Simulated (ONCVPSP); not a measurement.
**Pseudopotential generation for tin: ONCV, PBE**

Aim: build the potential from the settings below, then test how well it stands in for the atom: other configurations, scattering, ghost states and the plane-wave cutoff that it needs.

Method: ONCVPSP 4.0.1, PBE, scalar-relativistic.

**1. Settings**

The settings as typed:

```json
{
  "element": "tin (Sn, Z = 50)",
  "type": "optimised norm-conserving Vanderbilt (ONCV)",
  "frozen core": "[Kr]",
  "valence charge": "14",
  "reference configuration": "4d10 5s1.5 5p2.5",
  "partial waves": "5s: rc 1.85 bohr, ncon 4, nbas 8, qcut 2.7 1/bohr, 2 projectors, debl 2.5 Ha; 5p: rc 2.15 bohr, ncon 4, nbas 8, qcut 3.3 1/bohr, 2 projectors, debl 2.6 Ha; 4d: rc 1.00 bohr, ncon 3, nbas 7, qcut 9.5 1/bohr, 1 projector",
  "local potential": "polynomial inside 0.85 bohr (lpopt 5, dvloc0 0 Ha)",
  "core correction": "Teter function, fcfact 2, rcfact 1.3"
}
```

**2. Generating the potential**

Contents of Sn.dat:

```
# ATOM AND REFERENCE CONFIGURATION
# atsym  z   nc   nv     iexc    psfile
  Sn 50.00    8    3        4      upf
#
#   n    l    f
    1    0    2.00
    2    0    2.00
    2    1    6.00
    3    0    2.00
    3    1    6.00
    3    2   10.00
    4    0    2.00
    4    1    6.00
    4    2   10.00
    5    0    1.50
    5    1    2.50
#
# PSEUDOPOTENTIAL AND OPTIMIZATION
# lmax
    2
#
#   l,   rc,      ep,       ncon, nbas, qcut
    0    1.85    0.00    4    8    2.70
    1    2.15    0.00    4    8    3.30
    2    1.00    0.00    3    7    9.50
#
# LOCAL POTENTIAL
# lloc, lpopt,  rc(5),   dvloc0
    4    5    0.85    0.00
#
# VANDERBILT-KLEINMAN-BYLANDER PROJECTORs
# l, nproj, debl
    0    2    2.50
    1    2    2.60
    2    1    1.50
#
# MODEL CORE CHARGE
# icmod, fcfact, rcfact
    3    2.00    1.30
#
# LOG DERIVATIVE ANALYSIS
# epsh1, epsh2, depsh
   -2.00    5.00    0.02
#
# OUTPUT GRID
# rlmax, drl
    6.00    0.01
#
# TEST CONFIGURATIONS
# ncnf
    4
# nvcnf
#   n    l    f
    3
    4    2   10.00
    5    0    2.00
    5    1    2.00
#
    3
    4    2   10.00
    5    0    2.00
    5    1    1.00
#
    3
    4    2   10.00
    5    0    2.00
    5    1    0.00
#
    3
    4    2   10.00
    5    0    0.00
    5    1    0.00
#
```

Started as:

```bash
$ oncvpsp.x < Sn.dat > Sn.out
```

Q: Predict the outcome of this session. Wanted: cutoffs for 1 and 0.1 mHa per electron, occupied waves; bound ghosts; GHOST(+) flags; largest test error; largest phase difference near zero energy, channels read; rms error of d²Exc/dn², without and with the model core.

**Answer**, as computed:

| quantity | value |
| --- | --- |
| cutoffs for 1 and 0.1 mHa per electron, occupied waves | 43 Ha and 99 Ha |
| bound ghosts | s at -278.50 eV, p at -104.23 eV |
| GHOST(+) flags | s at 100 eV |
| largest test error (AE − PS) | +108 meV, for 4d10 5s0 5p0 |
| largest phase difference near zero energy, channels read | 0.001 rad |
| rms error of d²Exc/dn², without and with the model core | 4.41 and 2.62 mHa |

In words: A bound ghost (s, p) makes it unfit for use: electrons can fall into a state that the atom doesn't have. The worst unpolarised test, 4d10 5s0 5p0, is off by 108 meV on 89.5 eV; by total energies transferability rates as fair for so large an energy. That test lies far up in energy; among those under 40 eV, nearer to bonding, the largest error is 2.8 meV. The potential is hard: the looser tolerance needs 43 Ha. At the looser tolerance the 4d wave is the slowest; 5s needs 20 Ha. Near zero energy the phases of the channels with partial waves agree within 0.001 rad. The program also flags highly localised states, GHOST(+) (s). These are tests on the free atom; a crystal test is still owed.
